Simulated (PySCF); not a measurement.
# B₂FH₃S: spin-spin couplings and electronic excitations at several levels of theory, part 2 of 2

PySCF 2.14.0. Atoms count from 0. The steps go on from the part before.

### Step 8. TDDFT and polarisability: B3LYP/def2-SVPD

Job settings and geometry (Å):

```
{"job": {"kind": "uv", "xc": "B3LYP", "basis": "def2-SVPD", "ip": true}, "charge": 0, "multiplicity": 1}
B      1.247582     0.558862     0.097725
S      0.173173    -0.182853     1.324049
B     -1.383119    -0.305894     0.380589
F     -2.414029    -0.868012     0.972236
H      0.828480     0.835519    -0.995703
H      2.387671     0.757220     0.429437
H     -1.491130     0.103539    -0.747466
```

Level: TDDFT B3LYP/def2-SVPD, vertical, gas phase, core orbitals frozen in the response.

Log:

```text
coarse grid: 6744 points
cycle   1  E = -549.3276772014  dE =  1.892e-01  |g| = 4.134e-01  |ddm| = 3.196e+00
cycle   2  E = -549.2790957336  dE =  4.858e-02  |g| = 6.996e-01  |ddm| = 9.219e-01
cycle   3  E = -549.3592687199  dE = -8.017e-02  |g| = 4.002e-02  |ddm| = 5.135e-01
cycle   4  E = -549.3595591548  dE = -2.904e-04  |g| = 2.122e-02  |ddm| = 8.259e-02
cycle   5  E = -549.3596937003  dE = -1.345e-04  |g| = 3.939e-03  |ddm| = 3.307e-02
cycle   6  E = -549.3596990136  dE = -5.313e-06  |g| = 9.210e-04  |ddm| = 6.822e-03
final grid: 61888 points
cycle   7  E = -549.4168921512  dE = -2.596e-05  |g| = 1.310e-03  |ddm| = 3.867e-02
cycle   8  E = -549.4168920876  dE =  6.356e-08  |g| = 1.370e-03  |ddm| = 3.496e-03
cycle   9  E = -549.4168926433  dE = -5.557e-07  |g| = 2.691e-04  |ddm| = 1.834e-03
cycle  10  E = -549.4168926608  dE = -1.750e-08  |g| = 8.329e-05  |ddm| = 3.083e-04
cycle  11  E = -549.4168926619  dE = -1.134e-09  |g| = 3.163e-05  |ddm| = 1.003e-04
cycle  12  E = -549.4168926622  dE = -2.327e-10  |g| = 6.992e-06  |ddm| = 4.169e-05
converged SCF energy = -549.4168926622

Static polarisability (au): isotropic 50.907, principal 37.531 50.705 64.486

Singlet excitations
state   eV       nm        f      main configurations
  1   5.2168    237.7   0.00038   H->L 0.78, H-1->L 0.20
  2   5.9197    209.4   0.16976   H-1->L 0.75, H->L 0.20
  3   6.3297    195.9   0.00062   H-2->L 0.55, H->L+1 0.23, H-3->L 0.14
  4   6.4274    192.9   0.00174   H-2->L 0.42, H->L+1 0.38, H-1->L+1 0.09
  5   6.6962    185.2   0.00152   H-3->L 0.76, H->L+1 0.18
  6   7.1126    174.3   0.06976   H-1->L+1 0.75, H->L+1 0.18
  7   7.6625    161.8   0.00018   H-2->L+1 0.80, H-3->L+1 0.17
  8   7.9318    156.3   0.00026   H-3->L+1 0.78, H-2->L+1 0.17
  9   8.1575    152.0   0.06230   H->L+2 0.69, H-1->L+2 0.24
 10   8.2011    151.2   0.02414   H-1->L+2 0.65, H->L+2 0.28

Triplet excitations (Tamm-Dancoff, eV): 4.7765 4.9107 5.7541 5.8016
Vertical ionisation energy (delta-SCF) = 11.1578 eV
Vertical electron affinity (delta-SCF) = 0.1371 eV
```

It took 37 s on 1 thread of Arm Neoverse V1, shared host; peak memory 0.5 GiB.

This run: HOMO -8.71 eV, LUMO -2.19 eV; lowest singlet 5.22 eV.

### Step 9. Ultraviolet spectrum: PBE0/def2-SVPD

The job, as its differences from that of step 8:

```diff
@@ -1,2 +1,2 @@
-{"job": {"kind": "uv", "xc": "B3LYP", "basis": "def2-SVPD", "ip": true}, "charge": 0, "multiplicity": 1}
+{"job": {"kind": "uv", "xc": "PBE0", "basis": "def2-SVPD", "ip": true}, "charge": 0, "multiplicity": 1}
 B      1.247582     0.558862     0.097725
```

Method: TDDFT PBE0/def2-SVPD, vertical, gas phase, core orbitals frozen in the response.

Log:

```text
coarse grid: 6744 points
cycle   1  E = -548.9952795668  dE =  1.987e-01  |g| = 3.832e-01  |ddm| = 3.047e+00
cycle   2  E = -548.9642889949  dE =  3.099e-02  |g| = 5.953e-01  |ddm| = 8.006e-01
cycle   3  E = -549.0230887238  dE = -5.880e-02  |g| = 3.156e-02  |ddm| = 4.378e-01
cycle   4  E = -549.0232497227  dE = -1.610e-04  |g| = 1.753e-02  |ddm| = 6.604e-02
cycle   5  E = -549.0233411341  dE = -9.141e-05  |g| = 3.062e-03  |ddm| = 2.740e-02
cycle   6  E = -549.0233443311  dE = -3.197e-06  |g| = 6.367e-04  |ddm| = 5.204e-03
final grid: 61888 points
cycle   7  E = -549.0802352721  dE = -2.866e-05  |g| = 4.998e-03  |ddm| = 4.511e-02
cycle   8  E = -549.0802322065  dE =  3.066e-06  |g| = 5.829e-03  |ddm| = 1.471e-02
cycle   9  E = -549.0802426380  dE = -1.043e-05  |g| = 4.222e-04  |ddm| = 8.180e-03
cycle  10  E = -549.0802426894  dE = -5.137e-08  |g| = 1.393e-04  |ddm| = 6.359e-04
cycle  11  E = -549.0802426929  dE = -3.533e-09  |g| = 4.945e-05  |ddm| = 1.593e-04
cycle  12  E = -549.0802426935  dE = -5.651e-10  |g| = 1.117e-05  |ddm| = 6.730e-05
converged SCF energy = -549.0802426935

Static polarisability (au): isotropic 50.321, principal 37.214 50.010 63.738

Singlet excitations
state   eV       nm        f      main configurations
  1   5.2746    235.1   0.00038   H->L 0.94
  2   6.0190    206.0   0.17242   H-1->L 0.91
  3   6.3710    194.6   0.00053   H-2->L 0.59, H->L+1 0.25, H-3->L 0.13
  4   6.5006    190.7   0.00211   H->L+1 0.41, H-2->L 0.39, H-3->L 0.16
  5   6.8248    181.7   0.00172   H-3->L 0.69, H->L+1 0.28
  6   7.2549    170.9   0.07228   H-1->L+1 0.89
  7   7.8138    158.7   0.00017   H-2->L+1 0.66, H-3->L+1 0.31
  8   8.0811    153.4   0.00046   H-3->L+1 0.64, H-2->L+1 0.31
  9   8.4112    147.4   0.04442   H->L+2 0.75, H-1->L+2 0.17
 10   8.4474    146.8   0.03960   H-1->L+2 0.60, H->L+2 0.21, H-1->L+3 0.12

Triplet excitations (Tamm-Dancoff, eV): 4.7833 4.8864 5.7133 5.7590
Vertical ionisation energy (delta-SCF) = 11.1717 eV
Vertical electron affinity (delta-SCF) = 0.1854 eV
```

It took 36 s on 1 thread of Arm Neoverse V1, shared host; peak memory 0.5 GiB.

This run: HOMO -8.94 eV, LUMO -2.01 eV; lowest singlet 5.27 eV.

### Step 10. Excited states and response: BHandHLYP/def2-SVPD

The job, as its differences from that of step 9:

```diff
@@ -1,2 +1,2 @@
-{"job": {"kind": "uv", "xc": "PBE0", "basis": "def2-SVPD", "ip": true}, "charge": 0, "multiplicity": 1}
+{"job": {"kind": "uv", "xc": "BHandHLYP", "basis": "def2-SVPD", "ip": true}, "charge": 0, "multiplicity": 1}
 B      1.247582     0.558862     0.097725
```

With the program's defaults for keys left out, this is: TDDFT BHandHLYP/def2-SVPD, vertical, gas phase, core orbitals frozen in the response.

Log:

```text
coarse grid: 6744 points
cycle   1  E = -549.2474010644  dE =  2.423e-01  |g| = 4.333e-01  |ddm| = 2.931e+00
cycle   2  E = -549.2503717125  dE = -2.971e-03  |g| = 4.808e-01  |ddm| = 7.779e-01
cycle   3  E = -549.2897254160  dE = -3.935e-02  |g| = 3.638e-02  |ddm| = 3.716e-01
cycle   4  E = -549.2899972887  dE = -2.719e-04  |g| = 1.738e-02  |ddm| = 8.024e-02
cycle   5  E = -549.2900869500  dE = -8.966e-05  |g| = 2.590e-03  |ddm| = 2.692e-02
cycle   6  E = -549.2900892945  dE = -2.344e-06  |g| = 3.875e-04  |ddm| = 4.666e-03
final grid: 61888 points
cycle   7  E = -549.3268005783  dE = -1.081e-05  |g| = 8.764e-04  |ddm| = 2.361e-02
cycle   8  E = -549.3268007219  dE = -1.436e-07  |g| = 4.470e-04  |ddm| = 2.239e-03
cycle   9  E = -549.3268007708  dE = -4.895e-08  |g| = 1.669e-04  |ddm| = 8.120e-04
cycle  10  E = -549.3268007781  dE = -7.306e-09  |g| = 3.444e-05  |ddm| = 2.240e-04
cycle  11  E = -549.3268007784  dE = -2.071e-10  |g| = 9.265e-06  |ddm| = 3.695e-05
converged SCF energy = -549.3268007784

Static polarisability (au): isotropic 48.681, principal 36.594 48.732 60.717

Singlet excitations
state   eV       nm        f      main configurations
  1   5.8096    213.4   0.00045   H-1->L 0.91
  2   6.3499    195.3   0.17451   H->L 0.93
  3   6.7540    183.6   0.00055   H-2->L 0.52, H-1->L+1 0.22, H-3->L 0.20
  4   6.8481    181.0   0.00264   H-1->L+1 0.46, H-2->L 0.39, H-3->L 0.08
  5   7.4975    165.4   0.07714   H->L+1 0.91
  6   7.6855    161.3   0.00259   H-3->L 0.61, H-1->L+1 0.26
  7   8.4597    146.6   0.00025   H-2->L+1 0.64, H-3->L+1 0.24
  8   8.5470    145.1   0.07518   H->L+2 0.56, H->L+3 0.25
  9   8.5845    144.4   0.06900   H->L+3 0.39, H->L+2 0.29
 10   8.8249    140.5   0.02563   H-1->L+2 0.88

Triplet excitations (Tamm-Dancoff, eV): 5.1965 5.3924 6.1274 6.1496
Vertical ionisation energy (delta-SCF) = 11.1219 eV
```

Run time: 22 s. Hardware: 1 thread of Arm Neoverse V1, shared host; peak memory 0.5 GiB.

In short: HOMO -9.94 eV, LUMO -0.89 eV; lowest singlet 5.81 eV.

### Step 11. Excited states and response: CAM-B3LYP/def2-SVPD

The job, as its differences from that of step 10:

```diff
@@ -1,2 +1,2 @@
-{"job": {"kind": "uv", "xc": "BHandHLYP", "basis": "def2-SVPD", "ip": true}, "charge": 0, "multiplicity": 1}
+{"job": {"kind": "uv", "xc": "CAM-B3LYP", "basis": "def2-SVPD", "ip": true}, "charge": 0, "multiplicity": 1}
 B      1.247582     0.558862     0.097725
```

Level: TDDFT CAM-B3LYP/def2-SVPD, vertical, gas phase, core orbitals frozen in the response.

Log:

```text
coarse grid: 6744 points
cycle   1  E = -549.2348281118  dE =  2.497e-01  |g| = 4.529e-01  |ddm| = 3.030e+00
cycle   2  E = -549.2240013556  dE =  1.083e-02  |g| = 5.870e-01  |ddm| = 8.513e-01
cycle   3  E = -549.2806719637  dE = -5.667e-02  |g| = 4.257e-02  |ddm| = 4.180e-01
cycle   4  E = -549.2810517872  dE = -3.798e-04  |g| = 2.112e-02  |ddm| = 9.254e-02
cycle   5  E = -549.2811852270  dE = -1.334e-04  |g| = 2.929e-03  |ddm| = 3.227e-02
cycle   6  E = -549.2811880986  dE = -2.872e-06  |g| = 5.207e-04  |ddm| = 5.817e-03
final grid: 61888 points
cycle   7  E = -549.3387582872  dE = -1.980e-05  |g| = 9.906e-04  |ddm| = 2.970e-02
cycle   8  E = -549.3387584714  dE = -1.842e-07  |g| = 6.206e-04  |ddm| = 2.590e-03
cycle   9  E = -549.3387585351  dE = -6.367e-08  |g| = 2.775e-04  |ddm| = 7.456e-04
cycle  10  E = -549.3387585475  dE = -1.241e-08  |g| = 6.582e-05  |ddm| = 2.413e-04
cycle  11  E = -549.3387585485  dE = -9.841e-10  |g| = 1.059e-05  |ddm| = 8.939e-05
converged SCF energy = -549.3387585485

Static polarisability (au): isotropic 50.127, principal 37.321 49.937 63.124

Singlet excitations
state   eV       nm        f      main configurations
  1   5.4637    226.9   0.00042   H-1->L 0.77, H->L 0.18
  2   6.1101    202.9   0.17369   H->L 0.77, H-1->L 0.17
  3   6.4617    191.9   0.00040   H-2->L 0.37, H-3->L 0.28, H-1->L+1 0.25
  4   6.5767    188.5   0.00289   H-2->L 0.54, H-1->L+1 0.28
  5   7.2516    171.0   0.00702   H-3->L 0.53, H->L+1 0.21, H-1->L+1 0.13
  6   7.3266    169.2   0.06960   H->L+1 0.59, H-1->L+1 0.28
  7   8.0403    154.2   0.00013   H-2->L+1 0.71, H-3->L+1 0.20
  8   8.4185    147.3   0.08924   H->L+2 0.68, H->L+3 0.10
  9   8.4593    146.6   0.02777   H->L+3 0.42, H->L+2 0.10, H->L+6 0.08
 10   8.5416    145.2   0.02593   H-1->L+2 0.82

Triplet excitations (Tamm-Dancoff, eV): 4.9571 5.0934 5.8681 5.9185
Vertical ionisation energy (delta-SCF) = 11.2695 eV
Vertical electron affinity (delta-SCF) = 0.0646 eV
```

Wall time 36 s (1 thread of Arm Neoverse V1, shared host); peak memory 0.52 GiB.

Key values: HOMO -10.25 eV, LUMO -0.85 eV; lowest singlet 5.46 eV.

### Step 12. Run by run: spin-spin couplings

Couplings (Hz), each a mean over the pairs like the one named, with basis size and wall time:

```tsv
run	B2–H6	B2–F3	B0–H4	F3–H6	B0–F3	B2–H4	B0–S1	functions	time
B3LYP/def2-TZVP	194.2	-183.3	153.2	63.3	13.9	12.3	-6.5	148	15 s
B3LYP/cc-pVTZ	196.5	-224.9	157.1	57.0	11.9	11.0	-7.0	166	17 s
B3LYP/6-31G*	207.1	-78.4	168.4	51.2	13.9	10.5	-4.7	66	5.3 s
```

### Step 13. Run by run: electronic excitations

Excitations and ground-state properties, with basis size and wall time:

```tsv
run	lowest singlet (eV)	brightest (eV)	f	gap (eV)	α (Å³)	μ (D)	functions	time
HF/def2-SVPD	6.63	7.07	0.178	13.13	6.87	1.38	114	4.5 s
LDA/def2-SVPD	4.52	5.62	0.160	4.43	7.89	0.65	114	35 s
PBE/def2-SVPD	4.70	5.66	0.165	4.63	7.80	0.63	114	49 s
B3LYP/def2-SVPD	5.22	5.92	0.170	6.52	7.54	0.84	114	37 s
PBE0/def2-SVPD	5.27	6.02	0.172	6.93	7.46	0.88	114	36 s
BHandHLYP/def2-SVPD	5.81	6.35	0.175	9.05	7.21	1.09	114	22 s
CAM-B3LYP/def2-SVPD	5.46	6.11	0.174	9.40	7.43	0.95	114	36 s
```

### Step 14. What came out

What follows sums up all 2 parts.

```
                                       quantity                        value
largest coupling of the table (B3LYP/def2-TZVP)      ¹J(B,H) B2–H6, 194.2 Hz
                  lowest singlet (HF/def2-SVPD)  6.63 eV (187 nm), f = 0.000
       brightest single state of those computed  state 2, 7.07 eV, f = 0.178
                                 lowest triplet                      5.73 eV
              vertical ionisation energy (ΔSCF)                     10.09 eV
        range of J(B2,H6), mean over like pairs            194.2 to 207.1 Hz
                    range of the lowest singlet              4.52 to 6.63 eV
```

**Reading.** Single values in the summary come from the first sound run of each kind (B3LYP/def2-TZVP; HF/def2-SVPD), which need not be the best level. In the run at B3LYP/def2-TZVP, the largest coupling of the table is B2–H6, 194.2 Hz, of which the Fermi-contact term gives 193.8 Hz. The first singlet state (HOMO−1→LUMO 0.75, HOMO−3→LUMO 0.11) lies at 6.63 eV and is dark; of the 10 states computed, the strongest absorption comes from state 2 at 7.07 eV. The lowest triplet lies 0.90 eV below the lowest singlet (triplets in Tamm-Dancoff, singlets in full TDDFT). At HF/def2-SVPD, the highest states lie near or above the ionisation energy, where they hang on the basis. The orbital energy would give 11.47 eV for ionisation, ΔSCF gives 10.09 eV. The coupling B2–H6, as a mean over pairs of its kind, runs from 194.2 Hz (B3LYP/def2-TZVP) to 207.1 Hz (B3LYP/6-31G*). The lowest singlet runs from 4.52 eV (LDA/def2-SVPD) to 6.63 eV (HF/def2-SVPD), while the orbital gap spans 4.43 to 13.13 eV: the excitation energy moves far less from run to run than the orbital gap does. The lowest state need not be the same one in every run. Couplings from bases without tight functions are rough.
